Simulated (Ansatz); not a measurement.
# MnCuAs: the cost of one run

Method: DFT PBE, scalar-relativistic, plane waves, PAW, in Ansatz 0.2.0.

Spin polarisation is switched off on purpose; where the compound carries moments, volume, stiffness and gap are then not the real material's.

**1. The starting structure**

It takes space group P4/nmm (No. 129, tetragonal). Conventional cell: a = 3.699 Å, b = 3.699 Å, c = 6.408 Å, α = 90.00°, β = 90.00°, γ = 90.00°. Mn (site symmetry 4mm) has 5 As at 2.49 to 2.64 Å and 4 Cu at 2.84 Å as nearest neighbours. Cu (site symmetry -4m2) has 4 As at 2.56 Å and 4 Cu at 2.62 Å and 4 Mn at 2.84 Å as nearest neighbours. Around As (site symmetry 4mm) lie 5 Mn at 2.49 to 2.64 Å and 4 Cu at 2.56 Å.

As a file:

```
CELL_PARAMETERS angstrom
3.69949 0.00000 0.00000
0.00000 3.69949 0.00000
0.00000 0.00000 6.40842
ATOMIC_POSITIONS crystal
Mn 0.00000 0.50000 0.16402
Mn 0.50000 0.00000 0.83598
Cu 0.00000 0.00000 0.50000
Cu 0.50000 0.50000 0.50000
As 0.00000 0.50000 0.77625
As 0.50000 0.00000 0.22375
```

**2. Relaxing cell and atoms**

Contents of input.yaml:

```yaml
crystal:
  lattice:
    - [3.699491, 0.0, 0.0]
    - [0.0, 3.699491, 0.0]
    - [0.0, 0.0, 6.408422]
  atoms:
    - { symbol: Mn, position: [0.0, 0.5, 0.16402] }
    - { symbol: Mn, position: [0.5, 0.0, 0.83598] }
    - { symbol: Cu, position: [0.0, 0.0, 0.5] }
    - { symbol: Cu, position: [0.5, 0.5, 0.5] }
    - { symbol: As, position: [0.0, 0.5, 0.776246] }
    - { symbol: As, position: [0.5, 0.0, 0.223754] }
basis:
  ecutwfc: 420
  ecutrho_ratio: 4
kpoints:
  mp_grid: { grid: [10, 10, 6] }
hamiltonian:
  xc: pbe
scf:
  occupations: { method: gaussian, width: 0.05 }
output:
  forces: true
  stress: true
  eigenvalues: true
relax:
  f_tol: 0.01
  max_steps: 60
  cell: { stress_tol: 0.04 }
```

Run with:

```console
$ ansatz run input.yaml --threads 2 --pin off --max-ram 5120MiB --backend cpu --events-out ev --progress --plain --runs-dir out
```

What time and memory should one allow on 2 threads of Intel Xeon at 2.50GHz (Skylake/Cascade Lake), shared host?

About 4.4 min, with a peak of 0.67 GiB.
